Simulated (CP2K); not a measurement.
**GaGe3 under changes of volume**

One of the cells (19.580 Å³/atom); the others are scaled copies at fixed shape and fractional positions:

```
Ge Ga
1.0
     4.27847    0.00000    0.00000
     0.00000    4.27847    0.00000
     0.00000    0.00000    4.27847
Ge Ga
3 1
Cartesian
  2.1392 2.1392 0.0000
  2.1392 0.0000 2.1392
  0.0000 2.1392 2.1392
  0.0000 0.0000 0.0000
```

The cell comes from a database or a generator and needn't be the stable form of this composition.

```yaml
Program: CP2K 2026.2
Functional: PBEsol
Potentials_or_basis: POTENTIAL_UZH Ge GTH-PBE-q4, Ga GTH-PBE-q13; TZVP-MOLOPT-PBE-GTH basis
Density_cutoff: 6123 eV
k_mesh: 6 × 6 × 6
Occupations: fermi-dirac, width 0.05 eV
Spin: no spin polarisation
```

```csv
volume (Å³/atom),energy over the lowest point (meV/atom),pressure (GPa)
18.405,5.21,2.9
18.796,0.00,1.4
19.188,1.47,-0.1
19.580,3.22,-1.3
19.971,7.74,-2.4
20.363,?,?
20.754,24.02,-4.2
```

Problem. What does the run at 20.363 Å³/atom give?

Solution. Energy over the lowest point 14.76 meV/atom; pressure -3.4 GPa.

Worked out: A Birch-Murnaghan fit of order 3 (a polynomial in V^(-2/3)) to the other rows has its minimum at 19.04 Å³/atom with B0 = V·E''(V) = 63 GPa (rough, since the energies scatter). It gives 15.22 meV/atom at 20.363 Å³/atom, against the run's 14.76, and -dE/dV = -3.3 GPa, against -3.4.

Energies are extrapolated to zero smearing.

Caveats: the potentials were made for another functional, which shifts forces and pressure; the basis of atomic orbitals isn't converged, which shifts pressures, moduli and gaps.
